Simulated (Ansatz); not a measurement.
# CH7GeInO: up Jacob's ladder to CCSD(T)

The task here is to estimate one member of a computed series from the others.

Program: Ansatz 0.2.0, Gaussian basis. Level of theory: functionals in def2-TZVPP, the program's frozen cores in correlated methods. These are calculated values, not measurements.

Levels to be run: LDA (SPW92), PBE-D4, revPBE-D4, BLYP-D4, r2SCAN-D4, B97M-V, PBE0-D4, B3LYP-D4, r2SCANh-D4, r2SCAN0-D4, HSE06-D4, BHLYP-D4, CAM-B3LYP-D4, LC-ωPBE, ωB97X-V, ωB97M-V, B2PLYP, PBE-QIDH; CCSD(T)/def2-SVP; CCSD(T)/def2-TZVPP; MP2/def2-QZVPP; extrapolation to the limit; RPA on PBE.

**Structure used throughout**

The geometry comes from an earlier relaxation with PBE0-D4 in a triple-zeta def2 set; it is a stationary point, not always the lowest conformer. In takes the def2 core potential; no spin-orbit term is included.

11 atoms, charge 0, spin multiplicity 1.

Atoms are counted from 1 here; the program's logs count them from 0.

Bond lengths: Ge1–O2 1.784 Å, Ge1–H5 1.542 Å, Ge1–H6 1.532 Å, Ge1–H7 1.542 Å, O2–C3 1.414 Å, C3–In4 2.176 Å, C3–H8 1.101 Å, C3–H9 1.101 Å, In4–H10 1.734 Å, In4–H11 1.725 Å. Angles: O2–Ge1–H5 108.7°, O2–Ge1–H6 105.5°, O2–Ge1–H7 108.6°, H5–Ge1–H6 112.1°, H5–Ge1–H7 109.7°, H6–Ge1–H7 112.1°, Ge1–O2–C3 116.9°, O2–C3–In4 110.3°, O2–C3–H8 111.8°, O2–C3–H9 111.8°, In4–C3–H8 108.4°, In4–C3–H9 108.4°, H8–C3–H9 106.0°, C3–In4–H10 118.9°, C3–In4–H11 120.4°, H10–In4–H11 120.7°.

The first run:

Contents of in.yaml:

```yaml
crystal:
  periodic: [false, false, false]
  atoms:
    - {symbol: Ge, position_ang: [-0.194096, 2.107832, 0.482567]}
    - {symbol: O, position_ang: [0.492012, 0.466868, 0.345428]}
    - {symbol: C, position_ang: [-0.312228, -0.512660, -0.282076]}
    - {symbol: In, position_ang: [0.725806, -2.424128, -0.326148]}
    - {symbol: H, position_ang: [-0.497808, 2.635555, -0.933863]}
    - {symbol: H, position_ang: [0.879259, 2.941869, 1.190050]}
    - {symbol: H, position_ang: [-1.499236, 2.029556, 1.299586]}
    - {symbol: H, position_ang: [-0.566765, -0.231237, -1.315675]}
    - {symbol: H, position_ang: [-1.271397, -0.650137, 0.240848]}
    - {symbol: H, position_ang: [-0.061060, -3.789247, -1.049840]}
    - {symbol: H, position_ang: [2.305504, -2.574271, 0.349122]}
basis:
  gaussian: {orbitals: def2-TZVPP}
hamiltonian: {xc: lda}
output: {orbitals: {seedname: orbitals}}
```

Run with:

```bash
ansatz run in.yaml --threads 4 --pin off --events-out ev --progress --plain --max-ram 10444MiB
```

Among the steps run: LDA; PBE-D4 (GGA); revPBE-D4 (GGA); BLYP-D4 (GGA); r2SCAN-D4 (meta-GGA); B97M-V (meta-GGA); B3LYP-D4 (hybrid); r2SCANh-D4 (hybrid); r2SCAN0-D4 (hybrid); HSE06-D4 (hybrid); BHLYP-D4 (hybrid); CAM-B3LYP-D4 (range-separated); LC-ωPBE (range-separated); ωB97X-V (range-separated); ωB97M-V (range-separated); B2PLYP (double hybrid); PBE-QIDH (double hybrid).

One table of the session follows, with a row left open; its other results are not shown here.

It belongs to the step «Orbital energies across the functionals». 

| functional | HOMO (eV) | LUMO (eV) | gap (eV) |
| --- | --- | --- | --- |
| LDA (SPW92) | -5.87 | -2.57 | 3.30 |
| PBE-D4 | -5.71 | -2.31 | 3.40 |
| revPBE-D4 | -5.65 | -2.20 | 3.45 |
| BLYP-D4 | -5.60 | -2.30 | 3.30 |
| r2SCAN-D4 | -5.91 | -2.00 | 3.91 |
| B97M-V | -6.02 | -2.32 | 3.70 |
| PBE0-D4 | -6.85 | -1.56 | 5.29 |
| B3LYP-D4 | -6.67 | -1.86 | 4.81 |
| r2SCANh-D4 | -6.34 | -1.75 | 4.59 |
| r2SCAN0-D4 | -6.99 | -1.38 | 5.62 |
| HSE06-D4 | -6.46 | -1.92 | 4.54 |
| BHLYP-D4 | -7.92 | -0.93 | 6.99 |
| CAM-B3LYP-D4 | -8.16 | -0.79 | 7.37 |
| LC-ωPBE | ? | ? | ? |
| ωB97X-V | -9.12 | 0.19 | 9.30 |
| ωB97M-V | -9.01 | -0.13 | 8.88 |

Q: Estimate the row for LC-ωPBE from the others.

The run gave: HOMO (eV): -9.44; LUMO (eV): 0.33; gap (eV): 9.78. In the column «HOMO (eV)» it is the lowest.
